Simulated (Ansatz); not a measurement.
# quartet GaSiH4O: levels of theory compared

Aim: a comparison of 4 runs (UB3LYP/6-31G*, UPBE-QIDH/cc-pVDZ, UMP2/cc-pVDZ, UCCSD(T)/cc-pVDZ) of quartet GaSiH4O. 

The results are computed with Ansatz 0.2.0.

72 further runs of the same task are left out: 72 set aside as unsound or not needed.

**1. The molecule**

GaSiH4O has 7 atoms, charge 0, and is taken as a quartet. As SMILES of the parent species, `[SiH3][O][GaH]`. The shape is that of a PBE0-D4/def2-TZVP optimisation. This is one conformer, not always the lowest. That shape belongs to the parent species and isn't relaxed for this state.

Bond lengths: Si1–O2 1.632 Å, O2–Ga3 1.793 Å, Si1–H4 1.488 Å, Si1–H5 1.491 Å, Si1–H6 1.488 Å, Ga3–H7 1.605 Å. Angles: Si1–O2–Ga3 142.9°, O2–Si1–H4 109.9°, O2–Si1–H5 111.5°, O2–Si1–H6 109.9°, O2–Ga3–H7 113.7°, H4–Si1–H5 108.4°, H4–Si1–H6 108.7°, H5–Si1–H6 108.3°.

**2. The energy at UB3LYP/6-31G(d) (Cartesian functions) (run 1)**

Contents of molecule.yaml:

```yaml
crystal:
  periodic: [false, false, false]
  atoms:
    - {symbol: Si, position_ang: [-0.907100, 0.576700, -0.244500]}
    - {symbol: O, position_ang: [0.281700, -0.375400, 0.340400]}
    - {symbol: Ga, position_ang: [1.972300, -0.895800, 0.047800]}
    - {symbol: H, position_ang: [-2.099000, -0.248300, -0.578700]}
    - {symbol: H, position_ang: [-0.473700, 1.297400, -1.475800]}
    - {symbol: H, position_ang: [-1.295700, 1.586500, 0.776300]}
    - {symbol: H, position_ang: [2.521500, -1.941000, 1.134400]}
basis:
  gaussian:
    orbitals: "6-31G*"
output:
  orbitals: {seedname: orbitals}
accuracy: high
hamiltonian:
  xc: {name: B3LYP}
magnetization:
  spin_polarized: true
  initial_magnetization: 3
```

Run with:

```bash
ansatz run molecule.yaml --threads 1 --pin off --max-ram 3480MiB --events-out events.jsonl --progress --plain --runs-dir runs
```

Output:

```text
Warning: RAYON_NUM_THREADS=1 ignored (pool sized by the plan → 1); use --threads N
Functional definition: B3LYP
  name "B3LYP"
  parameter a0 = 0.2
  parameter ax = 0.72
  parameter ac = 0.81
  exchange = (1 - a0 - ax)*slater_x + ax*b88_x + a0*exact_x
  correlation = (1 - ac)*vwn_rpa_c + ac*lyp_c
1532 factors; integrals over basis functions are off by at most 4.8e-9 eV
mean field evaluation 1: about -62348.8923 eV, gradient 4.0e1 eV
mean field evaluation 2: about -62294.6221 eV, gradient 1.1e2 eV
mean field evaluation 4: about -62353.2713 eV, gradient 1.8e1 eV
mean field evaluation 8: about -62356.2594 eV, gradient 9.8e-1 eV
mean field evaluation 16: about -62356.3793 eV, gradient 5.7e-2 eV
mean field evaluation 32: about -62356.3803 eV, gradient 2.4e-5 eV
mean field evaluation 64: about -62356.3797 eV, gradient 1.0e-1 eV
mean field -62356.38034828 eV, -2291.5547111265 hartree, gradient 9.5e-8 eV, S^2 3.758554; 7 other end points of the search recorded, 0 dependent functions left out
reference -62356.38038790 eV, -2291.5547125827 hartree; 30, 27 occupied and 47, 50 virtual orbitals, 1532 factors
Total energy: -62356.38038790 eV, -2291.5547125827 hartree
```

It took 44 s on 1 thread of Arm Neoverse V1, shared host; peak memory 0.37 GiB.

**3. A single-point energy at UPBE-QIDH/cc-pVDZ (run 2)**

Contents of input.yaml:

```yaml
crystal:
  periodic: [false, false, false]
  atoms:
    - symbol: Si
      position_ang: [-0.907100, 0.576700, -0.244500]
    - symbol: O
      position_ang: [0.281700, -0.375400, 0.340400]
    - symbol: Ga
      position_ang: [1.972300, -0.895800, 0.047800]
    - symbol: H
      position_ang: [-2.099000, -0.248300, -0.578700]
    - symbol: H
      position_ang: [-0.473700, 1.297400, -1.475800]
    - symbol: H
      position_ang: [-1.295700, 1.586500, 0.776300]
    - symbol: H
      position_ang: [2.521500, -1.941000, 1.134400]
basis:
  gaussian:
    orbitals: cc-pVDZ
magnetization:
  spin_polarized: true
  initial_magnetization: 3
output: {orbitals: {seedname: orbitals}}
accuracy: high
correlation:
  frozen_orbitals: {Ga: 9, H: 0, O: 1, Si: 5}
hamiltonian:
  xc: {name: PBE-QIDH}
```

Run with:

```bash
ansatz run input.yaml --threads 1 --pin off --max-ram 3480MiB --events-out events.jsonl --progress --plain --runs-dir runs
```

Output, cut to the lines that bear on the results:

```text
Warning: RAYON_NUM_THREADS=1 ignored (pool sized by the plan → 1); use --threads N
Functional definition: PBE-QIDH
  name "PBE-QIDH"
[...]
1788 factors; integrals over basis functions are off by at most 4.7e-9 eV
[...]
mean field -62331.55067815 eV, -2290.6422375796 hartree, gradient 5.7e-8 eV, S^2 3.761491; 3 other end points of the search recorded, 0 dependent functions left out
15 core orbitals not correlated: weight in the atoms' cores, before any rotation towards them, 1.000 or more for the frozen orbitals, at most 0.000 for the correlated occupied ones
reference -62331.55067932 eV, -2290.6422376225 hartree; 15, 12 occupied and 49, 52 virtual orbitals, 1788 factors
second order -9.55894972 eV of doubles, -0.00000000 eV of singles
Total energy: -62334.73699589 eV, -2290.7593325968 hartree
```

Wall time 35 s (1 thread of Arm Neoverse V1, shared host); peak memory 0.41 GiB.

**4. A single-point energy at UMP2/cc-pVDZ (run 3)**

Contents of in.yaml:

```yaml
crystal:
  periodic: [false, false, false]
  atoms:
    - symbol: Si
      position_ang: [-0.907100, 0.576700, -0.244500]
    - symbol: O
      position_ang: [0.281700, -0.375400, 0.340400]
    - symbol: Ga
      position_ang: [1.972300, -0.895800, 0.047800]
    - symbol: H
      position_ang: [-2.099000, -0.248300, -0.578700]
    - symbol: H
      position_ang: [-0.473700, 1.297400, -1.475800]
    - symbol: H
      position_ang: [-1.295700, 1.586500, 0.776300]
    - symbol: H
      position_ang: [2.521500, -1.941000, 1.134400]
basis:
  gaussian:
    orbitals: cc-pVDZ
magnetization:
  spin_polarized: true
  initial_magnetization: 3
correlation:
  method: mp2
  frozen_orbitals: {Ga: 9, H: 0, O: 1, Si: 5}
accuracy: high
```

Run with:

```bash
ansatz run in.yaml --threads 1 --pin off --max-ram 3480MiB --events-out events.jsonl --progress --plain --runs-dir runs
```

Output, cut to the lines that bear on the results:

```text
Warning: RAYON_NUM_THREADS=1 ignored (pool sized by the plan → 1); use --threads N
Functional definition: HF
  name "HF"
[...]
1788 factors; integrals over basis functions are off by at most 4.7e-9 eV
[...]
mean field -62292.06196271 eV, -2289.1910540535 hartree, gradient 2.7e-8 eV, S^2 3.762384; 5 other end points of the search recorded, 0 dependent functions left out
15 core orbitals not correlated: weight in the atoms' cores, before any rotation towards them, 1.000 or more for the frozen orbitals, at most 0.000 for the correlated occupied ones
reference -62292.06196271 eV, -2289.1910540535 hartree; 15, 12 occupied and 49, 52 virtual orbitals, 1788 factors
second order -8.21130863 eV of doubles, -0.00000000 eV of singles
Total energy: -62300.27327134 eV, -2289.4928140798 hartree
```

Run time: 8.7 s. Hardware: 1 thread of Arm Neoverse V1, shared host; peak memory 0.3 GiB.

**5. A single-point energy at UCCSD(T)/cc-pVDZ (run 4)**

Contents of run.yaml:

```yaml
crystal:
  periodic: [false, false, false]
  atoms:
    - {symbol: Si, position_ang: [-0.907100, 0.576700, -0.244500]}
    - {symbol: O, position_ang: [0.281700, -0.375400, 0.340400]}
    - {symbol: Ga, position_ang: [1.972300, -0.895800, 0.047800]}
    - {symbol: H, position_ang: [-2.099000, -0.248300, -0.578700]}
    - {symbol: H, position_ang: [-0.473700, 1.297400, -1.475800]}
    - {symbol: H, position_ang: [-1.295700, 1.586500, 0.776300]}
    - {symbol: H, position_ang: [2.521500, -1.941000, 1.134400]}
basis:
  gaussian: {orbitals: cc-pVDZ}
accuracy: high
correlation: {method: ccsd_t, frozen_orbitals: {Ga: 9, H: 0, O: 1, Si: 5}}
scf: {omitted_lower_state_checks: [cluster_reference, increment]}
magnetization: {spin_polarized: true, initial_magnetization: 3}
```

Run with:

```bash
ansatz run run.yaml --threads 1 --pin off --max-ram 3480MiB --events-out events.jsonl --progress --plain --runs-dir runs
```

Output:

```text
Warning: RAYON_NUM_THREADS=1 ignored (pool sized by the plan → 1); use --threads N
[... 13 lines left out ...]
15 core orbitals not correlated: weight in the atoms' cores, before any rotation towards them, 1.000 or more for the frozen orbitals, at most 0.000 for the correlated occupied ones
[... 41 lines left out ...]
Total energy: -62301.90314638 eV, -2289.5527108829 hartree
Checks for a lower state left out: cluster_reference, increment
```

It took 76 s on 1 thread of Arm Neoverse V1, shared host; peak memory 0.61 GiB.

**6. The series**

| run | level | Cartesian functions | frozen core orbitals | energy (Eh) | ⟨S²⟩ | wall time |
| --- | --- | --- | --- | --- | --- | --- |
| 1 | UB3LYP/6-31G* (Cartesian functions) | yes | – | -2291.554713 | 3.759 | 44 s |
| 2 | UPBE-QIDH/cc-pVDZ | no | 15 | -2290.759333 | 3.761 | 35 s |
| 3 | UMP2/cc-pVDZ | no | 15 | -2289.492814 | 3.762 | 8.7 s |
| 4 | UCCSD(T)/cc-pVDZ | no | 15 | -2289.552711 | 3.762 | 76 s |

**7. Outcome**

```
                                           quantity           value
                                run 4: total energy  -2289.55271 Eh
run 4: correlation energy (15 core orbitals frozen)      -361.7 mEh
                              run 4: (T) correction       -8.73 mEh
           run 4: ⟨S²⟩ of the reference determinant           3.762
                               run 4: T1 diagnostic           0.025
```

What this shows: Totals of different functionals can't be ranked against each other. All runs together took 2.7 min, the longest 76 s.
